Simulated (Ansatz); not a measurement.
# MgSbH3 (SMILES [MgH][SbH2]): functionals against CCSD(T) at one geometry

An exercise on one series of results from a longer session: the logs are not shown, and one member is left open.

Method: single points in def2-TZVPP; program: Ansatz 0.2.0, Gaussian basis.

Correlated methods freeze the cores. Filled d shells of the heavier atoms are correlated. Core potentials replace the inner electrons past krypton, and spin-orbit coupling is left out. The outer core shell of Li, Na, Mg and K is correlated.

## The starting structure

SMILES `[MgH][SbH2]`, 5 atoms, charge 0, spin multiplicity 1.

Atoms are counted from 1 here; the program's logs count them from 0.

Bond lengths: Mg1–Sb2 2.567 Å, Mg1–H3 1.591 Å, Sb2–H4 1.832 Å, Sb2–H5 1.750 Å. Angles: Sb2–Mg1–H3 151.0°, Mg1–Sb2–H4 82.7°, Mg1–Sb2–H5 82.7°, H4–Sb2–H5 92.8°.

Coordinates:

```csv
atom,x (Å),y (Å),z (Å)
Mg1,0.2485,-0.8679,0.7891
Sb2,-0.8177,1.3479,0.0513
H3,1.2797,-2.0581,0.5651
H4,-1.4055,0.3281,-1.3527
H5,0.7529,1.6025,-0.6779
```

Set-up of the first run:

run/in.yaml

```yaml
crystal:
  periodic: [false, false, false]
  atoms:
    - {symbol: Mg, position_ang: [0.248500, -0.867900, 0.789100]}
    - {symbol: Sb, position_ang: [-0.817700, 1.347900, 0.051300]}
    - {symbol: H, position_ang: [1.279700, -2.058100, 0.565100]}
    - {symbol: H, position_ang: [-1.405500, 0.328100, -1.352700]}
    - {symbol: H, position_ang: [0.752900, 1.602500, -0.677900]}
basis:
  gaussian: {orbitals: def2-TZVPP}
correlation: {method: ccsd_t}
output: {forces: true}
```

No record of the launch command was kept for these runs.

Steps of the session up to this table: CCSD(T)/def2-TZVPP; PBE0-D4/def2-TZVPP; wB97M-V/def2-TZVPP; r2SCAN-D4/def2-TZVPP; PBE-D4/def2-TZVPP; HSE06-D4/def2-TZVPP; r2SCAN0-D4/def2-TZVPP.

One table of the session follows, with a row left open; its other results are not shown here.

| method | RMS force component (eV/Å) | angle to CCSD(T) forces (°) | dipole (D) |
| --- | --- | --- | --- |
| CCSD(T) | 0.657 | reference | 2.33 |
| PBE0-D4 | 0.650 | 5.8 | 2.20 |
| wB97M-V | 0.650 | 4.5 | 2.35 |
| r2SCAN-D4 | 0.650 | 7.2 | 2.21 |
| PBE-D4 | ? | ? | ? |
| HSE06-D4 | 0.650 | 6.0 | 2.19 |
| r2SCAN0-D4 | 0.670 | 3.5 | 2.29 |

Q: Estimate the row for PBE-D4 from the others.

The run gave: RMS force component (eV/Å): 0.630; angle to CCSD(T) forces (°): 16.0; dipole (D): 2.09. In the column «RMS force component (eV/Å)» it is the lowest.
